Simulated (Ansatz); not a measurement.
# CH6Ge: the cost of one run

Method: PBE0-D4/def2-TZVP structures, single points in def2-TZVPP, no counterpoise correction; program: Ansatz 0.2.0, Gaussian basis.

Levels: SPW92, PBE-D4, BLYP-D4, r2SCAN-D4, B97M-V, PBE0-D4, B3LYP-D4, r2SCAN0-D4, BHLYP-D4, CAM-B3LYP-D4, wB97X-V, wB97M-V, B2PLYP, PBE-QIDH, RPA on PBE, Hartree-Fock, MP2, CCSD, CCSD(T).

Correlated methods freeze the cores. Filled d shells of the heavier atoms are correlated. B3LYP uses VWN-RPA correlation. B2PLYP carries no dispersion term here.

94 further runs of the same task are left out: 94 set aside as unsound or not needed. Runs told in other sessions of the task aren't counted.

## 1. Where the work starts

The complex: 13 atoms, charge 0, spin multiplicity 1.

Atoms are counted from 1 here; the program's logs count them from 0.

Bond lengths: Ge1–H3 1.540 Å, Ge1–H4 1.539 Å, Ge1–C5 1.953 Å, Ge1–H7 1.539 Å, C2–H6 1.090 Å, C2–H8 1.090 Å, C2–H9 1.090 Å, C2–H10 1.090 Å, C5–H11 1.090 Å, C5–H12 1.091 Å, C5–H13 1.091 Å. Angles: H3–Ge1–H4 108.4°, H3–Ge1–C5 110.3°, H3–Ge1–H7 108.4°, H4–Ge1–C5 110.5°, H4–Ge1–H7 108.5°, C5–Ge1–H7 110.5°, H6–C2–H8 109.4°, H6–C2–H9 109.7°, H6–C2–H10 109.4°, H8–C2–H9 109.4°, H8–C2–H10 109.5°, H9–C2–H10 109.4°, Ge1–C5–H11 110.3°, Ge1–C5–H12 110.2°, Ge1–C5–H13 110.2°, H11–C5–H12 108.7°, H11–C5–H13 108.7°, H12–C5–H13 108.6°.

Coordinates:

```xyz
13
charge 0, multiplicity 1
Ge   -0.0854   -1.6758   -0.4028
C     0.6816    1.6684    1.5528
H    -0.2935   -3.0842   -0.9895
H    -0.7879   -1.6095    0.9651
C    -0.8109   -0.3250   -1.6118
H     1.2380    1.6961    0.6160
H     1.4228   -1.4550   -0.1893
H     0.9919    2.5016    2.1826
H    -0.3860    1.7476    1.3482
H     0.8834    0.7288    2.0663
H    -0.6609    0.6723   -1.1976
H    -1.8795   -0.4855   -1.7592
H    -0.3136   -0.3798   -2.5808
```

Its parts: CH6Ge holds atoms 1, 3, 4, 5, 7, 11, 12, 13; CH4 holds atoms 2, 6, 8, 9, 10. Each part counts its atoms afresh in its own runs.

## 2. Relaxing CH6Ge alone

Input file relax-a/in.yaml:

```yaml
crystal:
  periodic: [false, false, false]
  atoms:
    - {symbol: Ge, position_ang: [-0.085411, -1.675801, -0.402765]}
    - {symbol: H, position_ang: [-0.293491, -3.084175, -0.989458]}
    - {symbol: H, position_ang: [-0.787939, -1.609518, 0.965102]}
    - {symbol: C, position_ang: [-0.810919, -0.325043, -1.611758]}
    - {symbol: H, position_ang: [1.422810, -1.455036, -0.189313]}
    - {symbol: H, position_ang: [-0.660899, 0.672309, -1.197639]}
    - {symbol: H, position_ang: [-1.879531, -0.485499, -1.759242]}
    - {symbol: H, position_ang: [-0.313557, -0.379814, -2.580817]}
basis:
  gaussian: {orbitals: def2-TZVP}
hamiltonian: {xc: pbe0, dispersion: d4}
relax: {f_tol: 0.005, max_steps: 200}
```

Run with:

```
$ ansatz run in.yaml --threads 8 --pin off --events-out ev --progress --plain --max-ram 19148MiB
```

**Question.** How long does this run take on 8 threads of Intel Xeon 6975P-C, shared host?

About 1.2 s.
